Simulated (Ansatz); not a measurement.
# SnO: the cost of one run

Program: Ansatz 0.2.0. Level of theory: DFT PBEsol+D3(BJ), scalar-relativistic, plane waves, PAW. These are calculated values, not measurements.

**1. The system as given**

It takes space group P4/nmm (No. 129, tetragonal). The conventional cell has a = 3.770 Å, b = 3.770 Å, c = 4.563 Å, α = 90.00°, β = 90.00°, γ = 90.00°. Sn (site symmetry 4mm) has 4 O at 2.21 Å in its first shell of neighbours. O (site symmetry -4m2) is surrounded by 4 Sn at 2.21 Å.

As a file:

```cif
data_structure
_symmetry_space_group_name_H-M 'P 1'
_symmetry_Int_Tables_number 1
_cell_length_a 3.7704
_cell_length_b 3.7704
_cell_length_c 4.5634
_cell_angle_alpha 90.000
_cell_angle_beta 90.000
_cell_angle_gamma 90.000
_cell_volume 64.87
loop_
_atom_site_label
_atom_site_type_symbol
_atom_site_fract_x
_atom_site_fract_y
_atom_site_fract_z
_atom_site_occupancy
Sn1 Sn 0.00000 0.50000 0.25326 1
Sn2 Sn 0.50000 0.00000 0.74674 1
O1 O 0.00000 0.00000 0.00000 1
O2 O 0.50000 0.50000 0.00000 1
```

It is the result of an earlier relaxation at this level (volume 16.22 Å³/atom; gap on the mesh: none (metal)).

**2. Zero of the scan**

input.yaml reads:

```yaml
crystal:
  lattice:
    - [3.7703910616, 0.0, 0.0]
    - [0.0, 3.7703910616, 0.0]
    - [0.0, 0.0, 4.5633702865]
  atoms:
    - { symbol: Sn, position: [0.0, 0.5, 0.2532585894] }
    - { symbol: Sn, position: [0.5, 0.0, 0.7467414106] }
    - { symbol: O, position: [0.0, 0.0, 0.0] }
    - { symbol: O, position: [0.5, 0.5, 0.0] }
basis:
  ecutwfc: 420
kpoints:
  mp_grid: { grid: [14, 14, 12] }
hamiltonian:
  xc: pbesol
  dispersion: d3bj
scf:
  occupations: { method: gaussian, width: 0.15 }
output:
  forces: true
  stress: true
  eigenvalues: true
  write_density: true
  write_potential: true
  elf: true
  volumetric_format: npy
```

Run with:

```console
$ ansatz run input.yaml --threads 1 --pin off --max-ram 2560MiB --backend cpu --events-out ev --progress --plain --runs-dir out
```

Q: Estimate wall time and peak memory on 1 thread of Intel Xeon 6975P-C (Granite Rapids), shared host.

About 12 s, with a peak of 0.6 GiB.
